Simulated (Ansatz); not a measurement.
# AlAuC6N6: the cost of one run

Computed with Ansatz 0.2.0 (DFT PBE, scalar-relativistic, plane waves, PAW, unless a step's input says otherwise).

1 further run of the same task is left out (it didn't finish). Runs told in other sessions of the task aren't counted.

### 1 Starting point

Symmetry: Fm-3m, No. 225, cubic system. The conventional cell has a = 10.105 Å, b = 10.105 Å, c = 10.105 Å, α = 90.00°, β = 90.00°, γ = 90.00°. Al (site symmetry m-3m) is surrounded by 6 C at 1.88 Å. C (site symmetry 4mm) has 1 N at 1.17 Å and 1 Al at 1.88 Å in its first shell of neighbours. Au (site symmetry m-3m) is surrounded by 6 N at 2.01 Å. N (site symmetry 4mm) has 1 C at 1.17 Å and 1 Au at 2.01 Å in its first shell of neighbours.

Structure file:

```cif
data_structure
_symmetry_space_group_name_H-M 'P 1'
_symmetry_Int_Tables_number 1
_cell_length_a 7.1453
_cell_length_b 7.1453
_cell_length_c 7.1453
_cell_angle_alpha 60.000
_cell_angle_beta 60.000
_cell_angle_gamma 60.000
_cell_volume 257.96
loop_
_atom_site_label
_atom_site_type_symbol
_atom_site_fract_x
_atom_site_fract_y
_atom_site_fract_z
_atom_site_occupancy
Al1 Al 0.00000 0.00000 0.00000 1
C1 C 0.81445 0.18555 0.18555 1
C2 C 0.18555 0.81445 0.18555 1
C3 C 0.18555 0.18555 0.81445 1
C4 C 0.18555 0.81445 0.81445 1
C5 C 0.81445 0.18555 0.81445 1
C6 C 0.81445 0.81445 0.18555 1
Au1 Au 0.50000 0.50000 0.50000 1
N1 N 0.69866 0.30134 0.30134 1
N2 N 0.30134 0.69866 0.30134 1
N3 N 0.30134 0.30134 0.69866 1
N4 N 0.30134 0.69866 0.69866 1
N5 N 0.69866 0.30134 0.69866 1
N6 N 0.69866 0.69866 0.30134 1
```

Recipe of the guess: cyanide-bridged rock-salt net of two metals, 0 guest cations a cell (Fm-3m, No. 225). Its size is a rough estimate.

### 2 The guess as it stands, on a coarse mesh

Input file input.yaml:

```yaml
crystal:
  lattice:
    - [0.0, 5.0525, 5.0525]
    - [5.0525, 0.0, 5.0525]
    - [5.0525, 5.0525, 0.0]
  atoms:
    - { symbol: Al, position: [0.0, 0.0, 0.0] }
    - { symbol: C, position: [0.81444829, 0.18555171, 0.18555171] }
    - { symbol: C, position: [0.18555171, 0.81444829, 0.18555171] }
    - { symbol: C, position: [0.18555171, 0.18555171, 0.81444829] }
    - { symbol: C, position: [0.18555171, 0.81444829, 0.81444829] }
    - { symbol: C, position: [0.81444829, 0.18555171, 0.81444829] }
    - { symbol: C, position: [0.81444829, 0.81444829, 0.18555171] }
    - { symbol: Au, position: [0.5, 0.5, 0.5] }
    - { symbol: "N", position: [0.69866403, 0.30133597, 0.30133597] }
    - { symbol: "N", position: [0.30133597, 0.69866403, 0.30133597] }
    - { symbol: "N", position: [0.30133597, 0.30133597, 0.69866403] }
    - { symbol: "N", position: [0.30133597, 0.69866403, 0.69866403] }
    - { symbol: "N", position: [0.69866403, 0.30133597, 0.69866403] }
    - { symbol: "N", position: [0.69866403, 0.69866403, 0.30133597] }
basis:
  ecutwfc: 420
kpoints:
  mp_grid: { grid: [4, 4, 4] }
hamiltonian:
  xc: pbe
scf:
  occupations: { method: gaussian, width: 0.1 }
  lower_state_search: "off"
output:
  forces: true
  stress: true
  eigenvalues: true
```

On the command line:

```bash
ansatz run input.yaml --threads 1 --pin off --max-ram 2560MiB --backend cpu --events-out ev --progress --plain --runs-dir out
```

Q: Estimate wall time and peak memory on 1 thread of Arm Neoverse N1, shared host.

About 16 s, with a peak of 0.49 GiB.
